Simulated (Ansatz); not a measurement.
# TiO2: the cost of one run

Computed with Ansatz 0.2.0 (DFT PBE+U, PAW, plane waves, scalar-relativistic; U − J = 2.8 eV on Ti d, unless a step's input says otherwise).

## 1. The structure to begin with

It takes space group P4_2/mnm (No. 136, tetragonal). The conventional cell has a = 4.590 Å, b = 4.590 Å, c = 2.960 Å, α = 90.00°, β = 90.00°, γ = 90.00°. O (site symmetry m2m) is surrounded by 3 Ti at 1.86 to 2.12 Å. Around Ti (site symmetry mmm) lie 6 O at 1.86 to 2.12 Å.

As a file:

```cif
data_structure
_symmetry_space_group_name_H-M 'P4_2/mnm'
_symmetry_Int_Tables_number 136
_cell_length_a 4.5900
_cell_length_b 4.5900
_cell_length_c 2.9600
_cell_angle_alpha 90.000
_cell_angle_beta 90.000
_cell_angle_gamma 90.000
_cell_volume 62.36
loop_
_atom_site_label
_atom_site_type_symbol
_atom_site_symmetry_multiplicity
_atom_site_Wyckoff_symbol
_atom_site_fract_x
_atom_site_fract_y
_atom_site_fract_z
_atom_site_occupancy
O1 O 4 f 0.32700 0.32700 0.00000 1
Ti1 Ti 2 a 0.00000 0.00000 0.00000 1
```

Atoms are counted from 1 in the order of input.yaml (Ti6 and so on).

Each fixed run starts with its moment spread in parallel over the d and f atoms; the search for lower states is off.

Site moments are integrals over atomic spheres and don't add up to the total.

## 2. Parallel moments, free total moment

File input.yaml:

```yaml
crystal:
  lattice:
    - [4.59, 0.0, 0.0]
    - [0.0, 4.59, 0.0]
    - [0.0, 0.0, 2.96]
  atoms:
    - { symbol: O, position: [0.327, 0.327, 0.0] }
    - { symbol: O, position: [0.173, 0.827, 0.5] }
    - { symbol: O, position: [0.673, 0.673, 0.0] }
    - { symbol: O, position: [0.827, 0.173, 0.5] }
    - { symbol: Ti, position: [0.0, 0.0, 0.0], spin: 1.0 }
    - { symbol: Ti, position: [0.5, 0.5, 0.5], spin: 1.0 }
magnetization:
  spin_polarized: true
hamiltonian:
  xc: pbe
  pseudopotentials: { kind: paw }
  hubbard: { sites: [{ species: Ti, l: d, u_eff: 2.8 }] }
basis:
  ecutwfc: 420
kpoints:
  mp_grid: { grid: [5, 5, 8] }
scf:
  occupations: { method: gaussian, width: 0.02 }
  lower_state_search: "off"
output:
  forces: true
  stress: true
  write_density: true
  write_potential: true
  elf: true
  volumetric_format: npy
```

On the command line:

```
$ ansatz run input.yaml --threads 2 --pin off --max-ram 5120MiB --backend cpu --events-out ev --progress --plain --runs-dir out
```

Q: Estimate wall time and peak memory on 2 threads of Arm Neoverse V1, shared host.

About 11 s, with a peak of 0.43 GiB.
